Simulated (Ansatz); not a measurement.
# C2H5NSi: how energies converge with the basis set

One table from this session's results is given with a row withheld; the runs are named, their logs left out.

Method: one geometry, several basis sets; program: Ansatz 0.2.0, Gaussian basis.

Levels to be run: PBE0-D4/def2-SVP; ωB97M-V/def2-SVP; PBE0-D4/def2-QZVPP; ωB97M-V/def2-QZVPP; the functionals' def2-TZVPP values are taken from earlier runs.

## Structure used throughout

All runs share one geometry, relaxed beforehand with PBE0-D4 in a triple-zeta def2 set.

9 atoms, charge 0, spin multiplicity 1.

Atoms are counted from 1 here; the program's logs count them from 0.

Bond lengths: N1–C2 1.215 Å, N1–H5 1.016 Å, C2–C3 1.307 Å, C3–Si4 1.849 Å, C3–H6 1.086 Å, Si4–H7 1.485 Å, Si4–H8 1.487 Å, Si4–H9 1.488 Å. Angles: C2–N1–H5 117.8°, N1–C2–C3 174.1°, C2–C3–Si4 121.0°, C2–C3–H6 117.6°, Si4–C3–H6 121.5°, C3–Si4–H7 108.6°, C3–Si4–H8 110.9°, C3–Si4–H9 110.8°, H7–Si4–H8 109.5°, H7–Si4–H9 109.4°, H8–Si4–H9 107.7°.

Set-up of the first run:

in.yaml reads:

```yaml
crystal:
  periodic: [false, false, false]
  atoms:
    - {symbol: N, position_ang: [0.336327, 0.852558, -2.253733]}
    - {symbol: C, position_ang: [0.485740, 0.660269, -1.063641]}
    - {symbol: C, position_ang: [0.690758, 0.331455, 0.184885]}
    - {symbol: Si, position_ang: [-0.445944, -0.834161, 1.061496]}
    - {symbol: H, position_ang: [-0.241366, 1.638155, -2.537959]}
    - {symbol: H, position_ang: [1.547733, 0.771094, 0.685734]}
    - {symbol: H, position_ang: [-1.518649, -1.245716, 0.121185]}
    - {symbol: H, position_ang: [0.290326, -2.037141, 1.533310]}
    - {symbol: H, position_ang: [-1.056523, -0.182914, 2.251621]}
basis:
  gaussian: {orbitals: def2-SVP}
hamiltonian: {xc: pbe0, dispersion: d4}
output: {orbitals: {seedname: orbitals}}
```

Command:

```sh
$ ansatz run in.yaml --threads 2 --pin off --events-out ev --progress --plain --max-ram 4352MiB
```

Among the steps run: PBE0-D4 in def2-SVP; ωB97M-V in def2-SVP; PBE0-D4 in def2-QZVPP; ωB97M-V in def2-QZVPP.

One table of the session follows, with a row left open; its other results are not shown here.

It belongs to the step «Functionals by basis». 

```
functional       basis  HOMO (eV)  LUMO (eV)
   PBE0-D4    def2-SVP          ?          ?
   PBE0-D4  def2-TZVPP      -7.07      -0.19
   PBE0-D4  def2-QZVPP      -7.09      -0.27
   ωB97M-V    def2-SVP      -9.05       2.27
   ωB97M-V  def2-TZVPP      -9.22       1.93
   ωB97M-V  def2-QZVPP      -9.25       1.45
```

**Question.** Estimate the row for PBE0-D4, def2-SVP.

As computed: HOMO (eV): -6.94; LUMO (eV): 0.00. In the column «HOMO (eV)» it is the highest.
